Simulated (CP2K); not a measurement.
WS:

```xyz
2
Lattice="3.0079 0.0000 0.0000 0.0000 3.0079 0.0000 0.0000 0.0000 3.0079" Properties=species:S:1:pos:R:3 pbc="T T T"
W     1.5039    1.5039    1.5039
S     0.0000    0.0000    0.0000
```

The cell was built by a generator and needn't be a form met in nature.

Base run:

```yaml
Program: CP2K 2026.2
Functional: PBE
Potentials_or_basis: POTENTIAL_UZH W GTH-PBE-q14, S GTH-PBE-q6; TZVP-MOLOPT-PBE-GTH basis
Density_cutoff: 6123 eV
k_mesh: 9 × 9 × 9
Occupations: fermi-dirac, width 0.05 eV
Spin: no spin polarisation
```

Its results: band gap on the k mesh none (metal or under the smearing width); pressure -1.4 GPa.

Question: The run is repeated on the same cell with these changes: functional from PBE to PBEsol; ngrids from 4 to 5. What comes out?

Answer: Band gap on the k mesh none (metal or under the smearing width); pressure -7.8 GPa.

Caveats: spin-orbit coupling is left out, which moves the levels of the heavy elements; the basis of atomic orbitals isn't converged, which shifts pressures, moduli and gaps; the potentials were made for another functional, which shifts forces and pressure (some runs).
